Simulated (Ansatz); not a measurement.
# CBF3O: the cost of one run

Program: Ansatz 0.2.0. Level of theory: the levels named in each step. These are calculated values, not measurements.

**1. The structure to begin with**

Bond lengths: F1–B2 1.331 Å, B2–F3 1.316 Å, B2–F4 1.335 Å, C5–O6 1.118 Å. Angles: F1–B2–F3 118.1°, F1–B2–F4 116.1°, F3–B2–F4 117.9°.

Structure file:

```xyz
6

F    -1.2659    0.1631   -0.6181
B    -0.3737    0.2865    0.3620
F    -0.1789    1.4825    0.8751
F    -0.2369   -0.7697    1.1673
C     1.1212   -0.2005   -0.7502
O     1.4103   -1.0855   -1.3683
```

**2. A rough first relaxation, PBE-D4/def2-SVP**

This run stands in another session on the same molecule. It ended at:

```xyz
6

F    -1.5567    0.2611   -0.4232
B    -0.6624    0.3357    0.5554
F    -0.0407    1.4833    0.7959
F    -0.5149   -0.6839    1.3929
C     1.2279   -0.5391   -0.9839
O     2.0230   -0.9806   -1.6694
```

**3. Relaxation, HF/STO-3G**

input.yaml reads:

```yaml
crystal:
  periodic: [false, false, false]
  atoms:
    - { symbol: F, position_ang: [-1.55666472, 0.26107485, -0.42315634] }
    - { symbol: B, position_ang: [-0.66244288, 0.33574756, 0.55543859] }
    - { symbol: F, position_ang: [-0.04073404, 1.48326156, 0.79594017] }
    - { symbol: F, position_ang: [-0.5149094, -0.68393791, 1.39293386] }
    - { symbol: C, position_ang: [1.22786452, -0.53907221, -0.98394459] }
    - { symbol: O, position_ang: [2.02296652, -0.98064385, -1.66940168] }
basis:
  gaussian: { orbitals: STO-3G }
hamiltonian:
  xc: hf
relax:
  f_tol: 0.002
  max_steps: 150
```

Launch:

```
ansatz run input.yaml --threads 2 --pin off --max-ram 5120MiB --backend cpu --events-out ev --progress --plain --runs-dir out
```

What time and memory should one allow on 2 threads of Intel Xeon Platinum 8488C (Sapphire Rapids), shared host?

About 3.9 s, with a peak of 0.11 GiB.
